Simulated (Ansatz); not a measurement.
## RbSr3 and its elements: a formation energy from the elements

Run with the Python package of Ansatz (0.2.0).

Input file `rbsr3_rbsr3.cif`:
```cif
data_RbSr3
_cell_length_a 6.247385
_cell_length_b 6.247385
_cell_length_c 6.247385
_cell_angle_alpha 90.00000
_cell_angle_beta 90.00000
_cell_angle_gamma 90.00000
_symmetry_space_group_name_H-M 'P 1'
_symmetry_Int_Tables_number 1
loop_
_symmetry_equiv_pos_as_xyz
'x, y, z'
loop_
_atom_site_label
_atom_site_type_symbol
_atom_site_fract_x
_atom_site_fract_y
_atom_site_fract_z
Rb1 Rb    0.000000    0.000000    0.000000
Sr2 Sr    0.000000    0.500000    0.500000
Sr3 Sr    0.500000    0.000000    0.500000
Sr4 Sr    0.500000    0.500000    0.000000
```

The script reads `rbsr3_rb.vasp`:
```text
Rb
1.0
  -2.80250000    2.80250000    2.80250000
   2.80250000   -2.80250000    2.80250000
   2.80250000    2.80250000   -2.80250000
Rb
1
Direct
   0.00000000    0.00000000    0.00000000
```

Input file `rbsr3_sr.vasp`:
```text
Sr
1.0
   0.00000000    3.04235000    3.04235000
   3.04235000    0.00000000    3.04235000
   3.04235000    3.04235000    0.00000000
Sr
1
Direct
   0.00000000    0.00000000    0.00000000
```

Script `rbsr3_formation.py`:
```python
"""Is RbSr3 bound against its elements, after relaxing cells and atoms."""

from collections import Counter
import warnings

import ansatz as az
from ase.io import read
import numpy as np
import pandas as pd


def compute(name, crystal):
    calc = (
        crystal.calculation()
        .functional("r2scan")
        .basis(20 * az.Ha)
        .scf(tolerance=1e-10)
        .kpoints(spacing=0.14)  # the mesh must be finer for metals
        .occupations("fermi_dirac", width=0.05)  # fractional filling near the Fermi level
        .stress()  # positive in compression
    )
    calc = calc.relax(force_tolerance=0.02, cell=True)
    return calc.run()


def counts(outcome):
    return Counter(site.symbol for site in outcome.lattice.sites)

def formation_energy(outcome, mu):
    n = counts(outcome)
    return (outcome.report["energy_sigma0_ev"] - sum(k * mu[element] for element, k in n.items())) / sum(n.values())


def volume_per_atom(outcome):
    return abs(np.linalg.det(outcome.lattice.cell_ang)) / len(outcome.lattice.sites)

warnings.simplefilter("ignore", az.DeckWarning)

phases = {}
atoms = read("rbsr3_rbsr3.cif")
rbsr3 = az.Crystal.from_ase(atoms)
phases["RbSr3"] = rbsr3
atoms = read("rbsr3_rb.vasp", format="vasp")
rb = az.Crystal.from_ase(atoms)
phases["Rb"] = rb
atoms = read("rbsr3_sr.vasp", format="vasp")
sr = az.Crystal.from_ase(atoms)
phases["Sr"] = sr

done = {}
for name, crystal in phases.items():
    done[name] = compute(name, crystal)
    print(f"{name}: {done[name].report['energy_sigma0_ev']:.4f} eV, {len(done[name].lattice.sites)} atoms")

# energy of one atom in its reference phase
references = {"Rb": "Rb", "Sr": "Sr"}
mu = {element: done[name].report["energy_sigma0_ev"] / len(done[name].lattice.sites) for element, name in references.items()}

target = done["RbSr3"]
heat = formation_energy(target, mu)
rows = [(name, len(o.lattice.sites), volume_per_atom(o), formation_energy(o, mu)) for name, o in done.items()]
print(pd.DataFrame(rows, columns=["phase", "atoms", "V (A^3/atom)", "E_form (eV/atom)"]).round(4).to_string(index=False))
```

```console
$ python rbsr3_formation.py
RbSr3: -13942.7615 eV, 4 atoms
Rb: -3277.9967 eV, 1 atoms
Sr: -3555.1137 eV, 1 atoms
phase  atoms  V (A^3/atom)  E_form (eV/atom)
RbSr3      4       62.7463            0.1441
   Rb      1       94.2865            0.0000
   Sr      1       56.7776            0.0000
```

Absolute energies stand on the zero of these potentials, so only differences at equal settings mean something. The cells come from databases of deposited and of computed structures, and not all need be stable phases. The compound is the structure given, not necessarily its lowest; energies are at zero temperature, with no correction for gases. A semilocal functional's error on such energies is often 0.05 to 0.1 eV an atom, and 0.1 to 0.3 eV against gases such as O2 or F2. Wall time of the script: 4 min on 1 thread of Arm Neoverse V1, on a shared host, peak memory 1.2 GiB.
